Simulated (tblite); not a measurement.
# C8H13ClSi: the cost of one run

Computed with tblite 0.8.0 and PySCF 2.14.0, with density-fitted response routines of our own, on a single molecule in the gas phase. Atoms are numbered from 0 throughout.

## 1. The starting structure

23 atoms, charge 0, multiplicity 1; geometry from: force field or distance geometry start.

Bonds of the start (Å): C0–C1 1.35, C1–C2 1.48, C2–C3 1.53, C3–C4 1.47, C4–C5 1.31, C5–C6 1.46, C6–C7 1.48, C7–Si8 1.89, Si8–Cl9 2.09, Si8–C3 1.85, C0–H10 1.09, C0–H11 1.08, C1–H12 1.08, C2–H13 1.09, C2–H14 1.12, C3–H15 1.11, C4–H16 1.12, C5–H17 1.11, C6–H18 1.13, C6–H19 1.13, C7–H20 1.12, C7–H21 1.10, Si8–H22 1.45.

## 2. Optimising the geometry with GFN2-xTB

The job: settings as JSON, then the geometry in Å.

```
{"job": {"kind": "relax", "xc": "GFN2-xTB", "basis": "xTB"}, "charge": 0, "multiplicity": 1}
C      3.609600    -0.476900    -1.110000
C      2.400000    -0.838100    -0.642600
C      1.710500    -0.006700     0.371400
C      0.366000     0.454100    -0.185200
C     -0.394200     1.281900     0.763000
C     -1.675600     1.248000     1.010400
C     -2.685500     0.366400     0.435300
C     -2.386300    -0.245100    -0.881700
Si    -0.638000    -0.962000    -0.836700
Cl    -0.516400    -2.673900     0.348200
H      4.001400     0.458200    -0.718800
H      4.136300    -1.068700    -1.839000
H      1.940300    -1.762500    -0.972000
H      2.300100     0.881900     0.593600
H      1.462700    -0.625800     1.272600
H      0.606300     1.109900    -1.048700
H      0.199800     2.047800     1.315700
H     -2.041000     1.978500     1.764300
H     -3.583200     1.033200     0.260900
H     -3.089200    -0.377900     1.188200
H     -3.076500    -1.099200    -1.088200
H     -2.421700     0.503300    -1.686100
H     -0.230200    -1.199300    -2.212900
```

The run is started by

```console
$ OMP_NUM_THREADS=1 python probes_run.py task.json out
```

The driver reads the jobs from task.json and runs them one after another.

**Question.** How long does this first job take on 1 thread of Intel Xeon at 2.50GHz, shared host, and how much memory does it need?

About 1.9 s, with a peak of 0.18 GiB.
